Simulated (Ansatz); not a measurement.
# Ag: a tetragonal deformation path

An exercise on one series of results from a longer session: the logs are not shown, and one member is left open.

Method: DFT r2SCAN, scalar-relativistic, plane waves, PAW, in Ansatz 0.2.0.

## Starting point

Symmetry: Fm-3m, No. 225, cubic system. Conventional cell: a = 4.086 Å, b = 4.086 Å, c = 4.086 Å, α = 90.00°, β = 90.00°, γ = 90.00°. Ag (site symmetry m-3m) is surrounded by 12 Ag at 2.89 Å.

Structure file:

```
CELL_PARAMETERS angstrom
0.00000 2.04310 2.04310
2.04310 0.00000 2.04310
2.04310 2.04310 0.00000
ATOMIC_POSITIONS crystal
Ag 0.00000 0.00000 0.00000
```

No relaxation comes first: the listed cell is the starting point.

## The reference cell

Reference values: F = -7603.9473 eV; pressure 1.41 GPa; largest force 0.000 eV/Å; gap on the mesh none (metal). It was computed beforehand with the settings of the runs below.

Set-up of the first run:

At fixed volume and fractional coordinates, lengths along (0.000, 0.000, 1.000) are scaled against those across it; ρ is that ratio over its starting value.

File input.yaml:

```yaml
crystal:
  lattice:
    - [0.0, 2.2934176608, 1.6214462862]
    - [2.2934176608, 0.0, 1.6214462862]
    - [2.2934176608, 2.2934176608, 0.0]
  atoms:
    - { symbol: Ag, position: [0.0, 0.0, 0.0] }
basis:
  ecutwfc: 500
kpoints:
  mp_grid: { grid: [22, 22, 22] }
hamiltonian:
  xc: r2scan
scf:
  occupations: { method: gaussian, width: 0.15 }
output:
  forces: true
  stress: true
  eigenvalues: true
  write_density: true
  write_potential: true
  elf: true
  volumetric_format: npy
```

The run is started by

```bash
$ ansatz run input.yaml --threads 1 --pin off --max-ram 2560MiB --backend cpu --events-out ev --progress --plain --runs-dir out
```

Among the steps run: At ρ = 0.707; ρ = 1.414; ρ = 0.850; Point ρ = 1.200; Point ρ = 0.780; ρ = 1.300; ρ = 0.920; At ρ = 1.100; ρ = 0.650; At ρ = 1.500; ρ = 0.960; ρ = 1.050.

One of the session's tables, all rows but one given; the rest of the session is left out.

It belongs to the step «The scan collected». The scan, with free energies counted from the undisturbed cell:

```
    ρ  ΔE (meV/atom)  pressure (GPa)
0.650           35.0             2.3
0.707           37.5             2.3
0.780           31.9             2.2
0.850           20.2             1.9
0.920            7.7             1.6
0.960            2.2             1.5
1.000            0.0             1.4
1.050            3.8             1.5
1.100           15.6             1.8
1.200           63.3             3.3
1.300              ?               ?
1.414          293.4            11.0
1.500          442.5            15.9
```

Estimate the missing values for ρ = 1.300.

Worked estimate for «ΔE (meV/atom)». A straight line through the neighbours (1.200, 63.3) and (1.414, 293.4) gives 63.3 + (293.4 − 63.3) × (1.300 − 1.200) / (1.414 − 1.200) = 170.8; a parabola fitted to 4 rows on both sides gives 147.6.

The run gave: ΔE (meV/atom): 146.7; pressure (GPa): 6.1. In «ΔE (meV/atom)» the line misses by +24.1 and the parabola by +0.9.
